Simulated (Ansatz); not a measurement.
Born–Oppenheimer molecular dynamics of a periodic cell of 16 atoms, WC (surface WC(001)). It goes on from the last frame of an earlier run, with new velocities.

Theory: Ansatz, DFT PBE, scalar-relativistic, plane waves, PAW. Settings: accuracy low, PAW set soft_1, cutoff 420 eV, k mesh 3x3x1, fermi-dirac smearing 0.1 eV, no spin polarisation.

```yaml
ensemble: NVT, Langevin thermostat
time_step: 1 fs
steps_asked: 190
set_temperature: 1050 K
friction: 0.05 /fs
atoms_held: 1, 5, 9, 13
seed: 660049
```

First frame:

```xyz
16
Lattice="5.6872 0.0000 0.0000 -2.8436 4.9253 0.0000 0.0000 0.0000 16.1894" Properties=species:S:1:pos:R:3
W 0.000 0.000 1.000
C 1.393 0.828 2.364
W 0.003 0.034 3.940
C 1.430 0.906 5.097
W -1.422 2.463 1.000
C 0.111 3.437 2.368
W -1.449 2.455 3.862
C -0.017 3.095 5.193
W 2.844 0.000 1.000
C 4.246 0.856 2.349
W 2.880 -0.015 3.940
C 4.329 0.744 5.102
W 1.422 2.463 1.000
C 2.769 3.294 2.487
W 1.371 2.429 3.917
C 2.916 3.278 5.117
```

Problem. What does the run give?

Solution. All steps were run.

* steps done: 190
* time covered: 190 fs
* mean temperature over the second half: 991 K
* spread of the potential energy over the second half: 22.9 meV per atom
* mean potential energy of the second half above the start: 11.1 meV per atom

A run of 0.19 ps of so small a system gives no equilibrium averages. Limits of this set-up: coarse k mesh, thin slab, slab without dipole correction, low accuracy level.

Problem. What happens to the structure?

Solution. Mean squared displacements from the first frame to the last: W 0.01 Å², C 0.05 Å². Another seed would give other details.

Problem. How do temperature and energy run in time?

Solution. 
```tsv
time (fs)	T (K)	potential energy less start (eV)
0	1050	0.000
6	1161	0.053
12	802	-0.186
18	815	-0.218
24	1201	-0.360
30	1163	-0.341
36	1072	-0.126
42	1275	0.028
48	1262	-0.063
54	936	0.084
60	818	-0.002
66	1045	-0.212
72	803	-0.251
78	742	0.240
84	764	0.427
90	713	-0.092
96	1213	-0.478
102	960	-0.001
108	1043	0.230
114	902	0.067
120	1041	-0.274
126	746	-0.334
132	776	-0.059
138	1037	0.102
144	1092	0.328
150	843	0.505
156	582	0.560
162	904	0.353
168	1483	-0.101
174	1404	0.116
180	1176	0.839
186	770	0.806
```

The run took 26 min on 2 threads of Arm Neoverse V2 (shared host), peak memory 0.97 GiB.
